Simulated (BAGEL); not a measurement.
**PBE0/6-311+G(d,p) (density fitting with qzvpp-jkfit) run of BNH3SF (SMILES NB(F)S)**

What is the energy change on altering one bond length of BNH3SF at PBE0/6-311+G** (density fitting with qzvpp-jkfit)? 

Program for the calculation: BAGEL 1.2.2.

2 further runs of the same task are left out: 2 set aside as unsound or not needed.

## Step 1: The molecule

The species is BNH3SF (7 atoms), meant as a singlet with charge 0. SMILES: `NB(F)S`. Geometry: relaxed at GFN2-xTB. This is one conformer, not always the lowest.

Bond lengths: N1–B2 1.389 Å, B2–F3 1.331 Å, B2–S4 1.812 Å, N1–H5 1.004 Å, N1–H6 1.006 Å, S4–H7 1.327 Å. Angles: N1–B2–F3 118.2°, N1–B2–S4 123.5°, F3–B2–S4 118.2°, B2–N1–H5 125.3°, B2–N1–H6 121.2°, B2–S4–H7 96.6°, H5–N1–H6 113.5°.

## Step 2: A single-point energy at PBE0/6-311+G(d,p) (density fitting with qzvpp-jkfit)

File calc.json:

```json
{ "bagel": [

{
  "title": "molecule",
  "basis": "6-311+gss.json",
  "df_basis": "qzvpp-jkfit",
  "angstrom": "true",
  "geometry": [
    { "atom": "N", "xyz": [   -0.158770,    0.722100,    0.592520 ] },
    { "atom": "B", "xyz": [    0.223960,   -0.562120,    0.225210 ] },
    { "atom": "F", "xyz": [    0.639230,   -1.392210,    1.179430 ] },
    { "atom": "S", "xyz": [    0.182100,   -1.169880,   -1.481210 ] },
    { "atom": "H", "xyz": [   -0.489480,    1.430730,   -0.036570 ] },
    { "atom": "H", "xyz": [   -0.125280,    1.022070,    1.551710 ] },
    { "atom": "H", "xyz": [   -0.271750,   -0.050680,   -2.031090 ] }
  ]
},
{ "title": "ks", "xc_func": "pbe0" },
{ "title": "print", "file": "orbitals.molden", "orbitals": "true" }

]}
```

The basis set 6-311+G** is read from a file made from the Basis Set Exchange's data (not shown).

Started as:

```sh
BAGEL_NUM_THREADS=1 BAGEL calc.json > calc.out
```

Log:

```text
* using 1 threads per process

  ===============================================================
  ===============================================================

  *** Geometry ***

  { "atom" : "N", "xyz" : [     -0.300032,      1.364571,      1.119701 ] },
  { "atom" : "B", "xyz" : [      0.423223,     -1.062253,      0.425585 ] },
  { "atom" : "F", "xyz" : [      1.207970,     -2.630896,      2.228800 ] },
  { "atom" : "S", "xyz" : [      0.344119,     -2.210753,     -2.799081 ] },
  { "atom" : "H", "xyz" : [     -0.924983,      2.703688,     -0.069107 ] },
  { "atom" : "H", "xyz" : [     -0.236745,      1.931432,      2.932307 ] },
  { "atom" : "H", "xyz" : [     -0.513533,     -0.095771,     -3.838204 ] },

  Number of auxiliary basis functions:      411

  Since a DF basis is specified, we compute 2- and 3-index integrals:
    o Being stored without compression. Storage requirement is 0.043 GB

  Number of basis functions:      114
  Number of electrons      :       40

    * METHOD: MOLECULE                             0.11

  *** Kohn-Sham DFT ***

    * Removing 12390 points whose weight is below 1.00e-10
    * Grid points: 91952

  === Nuclear Repulsion ===
   147.0208203882

       - DIIS with orbital gradients will be used.

  === KS iteration (pbe0 / 6-311+gss.json) ===
      0       -485.68069261          0.33185059           0.22
      1       -392.11656424          0.39565546           0.21
      2       -502.43819893          0.23967456           0.21
      3       -556.32449437          0.15419084           0.22
      4       -546.65084053          0.14188728           0.22
      5       -566.59436403          0.12603734           0.22
      6       -577.63900275          0.05851596           0.22
      7       -579.03042784          0.02340940           0.22
      8       -579.28055241          0.00880906           0.22
      9       -579.30456757          0.00319959           0.22
     10       -579.30854905          0.00075764           0.22
     11       -579.30884534          0.00013557           0.22
     12       -579.30885337          0.00002451           0.22
     13       -579.30885362          0.00001237           0.22
     14       -579.30885368          0.00000276           0.22
     15       -579.30885368          0.00000344           0.22
     16       -579.30885368          0.00000042           0.22
     17       -579.30885368          0.00000019           0.23
     18       -579.30885368          0.00000005           0.22
     19       -579.30885368          0.00000003           0.22
     20       -579.30885368          0.00000001           0.22
    * SCF iteration converged.

    * Permanent dipole moment:
           (    0.422333,    -1.251438,    -0.003726) a.u.

    * METHOD: KS                                   4.95

    * METHOD: PRINT                                0.02

  ===============================================================
```

Wall time 5.4 s (1 thread of AMD EPYC 9R45 (Zen 5), shared host); peak memory 0.48 GiB.

## Step 3: The distorted shape, same level

File calc.json:

```json
{ "bagel" : [

{
  "title" : "molecule",
  "basis" : "6-311+gss.json",
  "df_basis" : "qzvpp-jkfit",
  "angstrom" : "true",
  "geometry" : [
    { "atom" : "N", "xyz" : [      -0.350135,       1.364209,       0.776175 ] },
    { "atom" : "B", "xyz" : [       0.223960,      -0.562120,       0.225210 ] },
    { "atom" : "F", "xyz" : [       0.639230,      -1.392210,       1.179430 ] },
    { "atom" : "S", "xyz" : [       0.182100,      -1.169880,      -1.481210 ] },
    { "atom" : "H", "xyz" : [      -0.680845,       2.072839,       0.147085 ] },
    { "atom" : "H", "xyz" : [      -0.316645,       1.664179,       1.735365 ] },
    { "atom" : "H", "xyz" : [      -0.271750,      -0.050680,      -2.031090 ] }
  ]
},

{
  "title" : "ks",
  "xc_func" : "pbe0"
},

{
  "title" : "print",
  "file" : "orbitals.molden",
  "orbitals" : "true"
}

]}
```

The basis set 6-311+G** is read from a file made from the Basis Set Exchange's data (not shown).

Started as:

```sh
BAGEL_NUM_THREADS=1 BAGEL calc.json > calc.out
```

Log:

```text
* using 1 threads per process

  ===============================================================
  ===============================================================

  *** Geometry ***

  { "atom" : "N", "xyz" : [     -0.661659,      2.577981,      1.466758 ] },
  { "atom" : "B", "xyz" : [      0.423223,     -1.062253,      0.425585 ] },
  { "atom" : "F", "xyz" : [      1.207970,     -2.630896,      2.228800 ] },
  { "atom" : "S", "xyz" : [      0.344119,     -2.210753,     -2.799081 ] },
  { "atom" : "H", "xyz" : [     -1.286611,      3.917098,      0.277950 ] },
  { "atom" : "H", "xyz" : [     -0.598372,      3.144843,      3.279365 ] },
  { "atom" : "H", "xyz" : [     -0.513533,     -0.095771,     -3.838204 ] },

  Number of auxiliary basis functions:      411

  Since a DF basis is specified, we compute 2- and 3-index integrals:
    o Being stored without compression. Storage requirement is 0.043 GB

  Number of basis functions:      114
  Number of electrons      :       40

    * METHOD: MOLECULE                             0.11

  *** Kohn-Sham DFT ***

    * Removing 11269 points whose weight is below 1.00e-10
    * Grid points: 93073

  === Nuclear Repulsion ===
   133.6400468141

       - DIIS with orbital gradients will be used.

  === KS iteration (pbe0 / 6-311+gss.json) ===
      0       -466.01306558          0.32604738           0.23
      1       -293.18599627          0.21964158           0.22
      2       -438.58080350          0.26013506           0.22
      3       -545.00455397          0.14548631           0.23
      4       -552.65948675          0.09803905           0.23
      5       -562.93449939          0.10961863           0.22
      6       -578.89128316          0.02290080           0.22
      7       -578.94480018          0.02541499           0.22
      8       -579.18044193          0.00265350           0.22
      9       -579.18271417          0.00188627           0.23
     10       -579.18382394          0.00070456           0.22
     11       -579.18399384          0.00015572           0.22
     12       -579.18400404          0.00004171           0.22
     13       -579.18400487          0.00001357           0.22
     14       -579.18400496          0.00000392           0.22
     15       -579.18400497          0.00000073           0.22
     16       -579.18400497          0.00000048           0.22
     17       -579.18400497          0.00000034           0.22
     18       -579.18400497          0.00000014           0.22
     19       -579.18400497          0.00000003           0.22
     20       -579.18400497          0.00000002           0.22
     21       -579.18400497          0.00000001           0.22
    * SCF iteration converged.

    * Permanent dipole moment:
           (    0.140052,    -0.171644,     0.575245) a.u.

    * METHOD: KS                                   5.24

    * METHOD: PRINT                                0.02

  ===============================================================
```

Run time: 5.7 s. Hardware: 1 thread of AMD EPYC 9R45 (Zen 5), shared host; peak memory 0.48 GiB.

## Step 4: Outcome

Level: PBE0/6-311+G** (density fitting with qzvpp-jkfit).

```
                                                         quantity          value
                                        first shape: total energy  -579.30885 Eh
                                       first shape: dipole moment         3.36 D
                                         first shape: HOMO energy       -7.49 eV
                                         first shape: LUMO energy       -0.35 eV
                                       first shape: HOMO–LUMO gap        7.14 eV
                                    distorted shape: total energy  -579.18400 Eh
                                   distorted shape: dipole moment         1.57 D
                                     distorted shape: HOMO energy       -6.48 eV
                                     distorted shape: LUMO energy       -0.93 eV
                                   distorted shape: HOMO–LUMO gap        5.55 eV
energy change with the N1–B2 bond stretched from 1.389 to 2.084 Å       3.397 eV
```

What this shows: With the N1–B2 bond stretched from 1.389 to 2.084 Å the energy rises by 3.40 eV (328 kJ/mol). The first shape isn't relaxed at this level, so the change isn't measured from a minimum.
